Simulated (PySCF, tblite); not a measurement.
**C5H11O2 radical: geometry, infrared bands and EPR parameters**

Aim: predict the infrared bands and EPR parameters of C5H11O2 radical (`COCC[CH]CO`).

The runs use tblite 0.8.0 and PySCF 2.14.0, with density-fitted response routines of our own; the level of theory stands in each step. All values are computed, except where a source is named. Atoms are numbered from 0 throughout.

## 1. The starting structure

18 atoms, charge 0, multiplicity 2; geometry from: force field or distance geometry start.

Bonds of the start (Å): C0–O1 1.37, O1–C2 1.36, C2–C3 1.53, C3–C4 1.53, C4–C5 1.50, C5–O6 1.41, C0–H7 1.14, C0–H8 1.11, C0–H9 1.09, C2–H10 1.10, C2–H11 1.14, C3–H12 1.12, C3–H13 1.10, C4–H14 1.11, C5–H15 1.12, C5–H16 1.10, O6–H17 1.01.

## 2. Geometry optimisation with GFN2-xTB

What the job is given:

```
{"job": {"kind": "relax", "xc": "GFN2-xTB", "basis": "xTB"}, "charge": 0, "multiplicity": 2}
C      2.360600     0.396200    -0.290200
O      1.655200    -0.402000     0.568600
C      0.885800    -1.390800     0.037600
C     -0.185600    -0.771100    -0.862400
C     -0.981800     0.125900     0.090500
C     -2.104800     0.840600    -0.609900
O     -2.743300     1.638600     0.364600
H      2.934300     1.126600     0.368900
H      1.652600     1.046500    -0.853300
H      3.036800    -0.145000    -0.955000
H      1.433500    -2.200700    -0.458200
H      0.272300    -1.823500     0.889900
H     -0.877300    -1.562400    -1.261500
H      0.276400    -0.191600    -1.670200
H     -0.247800     0.787400     0.592000
H     -2.821900     0.046900    -0.943000
H     -1.747400     1.448500    -1.454500
H     -2.806400     1.036100     1.169800
```

On the command line:

```sh
$ OMP_NUM_THREADS=1 python probes_run.py task.json out
```

This one command runs all jobs of the session in turn.

**Question.** This job is followed by: GFN2-xTB harmonic vibrations, gas phase; UKS B3LYP, pcH-1 on C H O, non-relativistic, mean-field spin-orbit, GIAO. Predict these results of the whole session: strongest single infrared mode (GFN2-xTB); zero-point energy (GFN2-xTB); g(iso) (B3LYP); ⟨S²⟩; largest a(iso) (averaged by class); potential on the surface of density 0.002 e/bohr³, 1st and 99th percentile.

**Answer**, as computed:

| quantity | value |
| --- | --- |
| strongest single infrared mode (GFN2-xTB) | 2866 cm⁻¹, 93 km/mol |
| zero-point energy (GFN2-xTB) | 95.4 kcal/mol |
| g(iso) (B3LYP) | 2.00246 |
| ⟨S²⟩ | 0.754 (exact 0.75) |
| largest a(iso) (averaged by class) | 13C on C4, 99.0 MHz |
| potential on the surface of density 0.002 e/bohr³, 1st and 99th percentile | -1.93 V and 0.90 V |

**Reading.** Over 211 steps the energy fell by 0.965 eV; of the close pairs, C3–C4 changed most, 1.532 to 1.480 Å. No mode is imaginary among the 48: a minimum at this level. GFN2-xTB is a fitted tight-binding method: band positions and strengths are rough. Its intensities can rank the bands wrongly. Most of the unpaired spin sits on C4 (1.01 e). The isotropic g lies 0.1 ppt above the free-electron value.
